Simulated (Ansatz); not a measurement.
# Co (Co, omega (AlB2-type)): the cost of one run

Program: Ansatz 0.2.0. Level of theory: DFT PBEsol, plane waves (420 eV) with PAW, scalar-relativistic; the PAW data stem from PBE, with regenerated cores. These are calculated values, not measurements.

## Step 1: The system as given

Symmetry: P6/mmm, No. 191, hexagonal system. The conventional cell has a = 3.970 Å, b = 3.970 Å, c = 2.434 Å, α = 90.00°, β = 90.00°, γ = 120.00°. Co (site symmetry 6/mmm) is surrounded by 14 Co at 2.43 to 2.60 Å. Around Co (site symmetry -6m2) lie 11 Co at 2.29 to 2.60 Å.

Coordinates:

```cif
data_structure
_symmetry_space_group_name_H-M 'P 1'
_symmetry_Int_Tables_number 1
_cell_length_a 3.9701
_cell_length_b 3.9701
_cell_length_c 2.4337
_cell_angle_alpha 90.000
_cell_angle_beta 90.000
_cell_angle_gamma 120.000
_cell_volume 33.22
loop_
_atom_site_label
_atom_site_type_symbol
_atom_site_fract_x
_atom_site_fract_y
_atom_site_fract_z
_atom_site_occupancy
Co1 Co 0.00000 0.00000 0.00000 1
Co2 Co 0.33333 0.66667 0.50000 1
Co3 Co 0.66667 0.33333 0.50000 1
```

Starting moments (μB): +1.7 ×3.

## Step 2: Geometry optimisation

Contents of input.yaml:

```yaml
crystal:
  lattice:
    - [3.9701439143, 0.0, 0.0]
    - [-1.9850719572, 3.4382454865, 0.0]
    - [0.0, 0.0, 2.4336982195]
  atoms:
    - { symbol: Co, position: [0.0, 0.0, 0.0], spin: 1.7 }
    - { symbol: Co, position: [0.3333333333, 0.6666666667, 0.5], spin: 1.7 }
    - { symbol: Co, position: [0.6666666667, 0.3333333333, 0.5], spin: 1.7 }
hamiltonian:
  xc: pbesol
  pseudopotentials:
    kind: paw
    azcp:
      Co: "pseudopotentials/Co.paw.azcp"
basis:
  ecutwfc: 420
  fft_grid_basis: typed
kpoints:
  mp_grid: { grid: [9, 9, 13], shift: [0, 0, 0] }
magnetization:
  spin_polarized: true
scf:
  occupations: { method: fermi_dirac, width: 0.05 }
relax:
  max_steps: 60
  f_tol: 0.01
  cell: {}
output:
  write_density: true
  write_potential: true
  elf: true
  volumetric_format: npy
```

On the command line:

```
$ ansatz run input.yaml --threads 2 --pin off --max-ram 5120MiB --backend cpu --events-out ev --progress --plain --runs-dir out
```

**Question.** How long does this run take on 2 threads of Arm Neoverse V1, shared host, and how much memory does it need?

About 49 s, with a peak of 0.42 GiB.
